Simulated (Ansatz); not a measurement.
# Mg2ZnO3: the cost of one run

Program: Ansatz 0.2.0, driven from Python. Level of theory: DFT PBEsol, plane waves, PAW. These are calculated values, not measurements.

## 1. The system

The structure is trigonal, space group P-3m1 (No. 164). Conventional cell: a = 3.033 Å, b = 3.033 Å, c = 7.403 Å, α = 90.00°, β = 90.00°, γ = 120.00°. Around Mg (site symmetry 3m) lie 6 O at 2.12 to 2.14 Å. Zn (site symmetry -3m) is surrounded by 6 O at 2.17 Å. O (site symmetry 3m) is surrounded by 3 Mg at 2.12 Å and 3 Zn at 2.17 Å. Around O (site symmetry -3m) lie 6 Mg at 2.14 Å.

The script holds or builds the structure itself.

## 2. Script

File kconv_mg2zno3.py:

```python
"""k-point test for Mg2ZnO3."""

import warnings

import ansatz as az
from tabulate import tabulate

FILLING = "Fixed"


def main() -> None:
    warnings.simplefilter("ignore", az.DeckWarning)

    lattice = az.Lattice.of(
        [3.032999, 0.0, 0.0],
        [-1.516499, 2.626654, 0.0],
        [0.0, 0.0, 7.403316],
    )
    sites = [
        ("Mg", [1 / 3, 2 / 3, 0.6658]),
        ("Mg", [2 / 3, 1 / 3, 0.3342]),
        ("Zn", [0.0, 0.0, 0.0]),
        ("O", [1 / 3, 2 / 3, 0.172619]),
        ("O", [2 / 3, 1 / 3, 0.827381]),
        ("O", [0.0, 0.0, 0.5]),
    ]
    mg2zno3 = az.Crystal(lattice=lattice)
    for symbol, position in sites:
        mg2zno3 = mg2zno3.atom(symbol, position)

    setup = (
        mg2zno3.calculation()
        .occupations(FILLING)
        .functional(az.Functional.PBESOL)
        .eigensolver("davidson", mixed_precision=False)
        .pseudopotentials("paw")
        .accuracy("low")
        .band_table()
    )

    rows = []
    for value in [(3, 3, 1), (4, 4, 2), (5, 5, 2), (7, 7, 3), (8, 8, 3), (10, 10, 4)]:
        data = setup.kpoints(mesh=value).run(threads=1).report
        rows.append((value, data["free_energy_ev"] / len(data["lattice"]["sites"]), data["n_iterations"], data["gap_by_band_count_ev"], data["n_kpoints"]))

    print(tabulate(rows, headers=["mesh", "F/atom (eV)", "iterations", "gap by band count (eV)", "k-points"], floatfmt=".4f", tablefmt="grid"))

    # the last row is the reference
    for row in rows[:-1]:
        shift = 1000 * (row[1] - rows[-1][1])
        print(f"{row[0]}: {shift:+.2f} meV/atom" + ("  (within 5 meV)" if abs(shift) < 5 else ""))


if __name__ == "__main__":
    main()
```

## 3. The calls as engine input

The package turns the script's settings into the engine's input (first run):

```yaml
crystal:
  lattice:
    - [3.032999, 0.0, 0.0]
    - [-1.516499, 2.626654, 0.0]
    - [0.0, 0.0, 7.403316]
  atoms:
    - { symbol: Mg, position: [0.3333333333333333, 0.6666666666666666, 0.6658] }
    - { symbol: Mg, position: [0.6666666666666666, 0.3333333333333333, 0.3342] }
    - { symbol: Zn, position: [0.0, 0.0, 0.0] }
    - { symbol: O, position: [0.3333333333333333, 0.6666666666666666, 0.172619] }
    - { symbol: O, position: [0.6666666666666666, 0.3333333333333333, 0.827381] }
    - { symbol: O, position: [0.0, 0.0, 0.5] }
accuracy: low
kpoints:
  mp_grid:
    grid: [3, 3, 1]
hamiltonian:
  xc: pbesol
  pseudopotentials:
    kind: paw
scf:
  occupations:
    method: fixed
  eigensolver:
    kind: davidson
    mixed_precision: false
output:
  eigenvalues: true
```

## 4. Running it

On the command line:

```
$ python kconv_mg2zno3.py
```

**Question.** How long does this script take on 1 thread of Arm Neoverse V2, shared host, and how much memory does it need?

About 18 s, with a peak of 0.4 GiB.
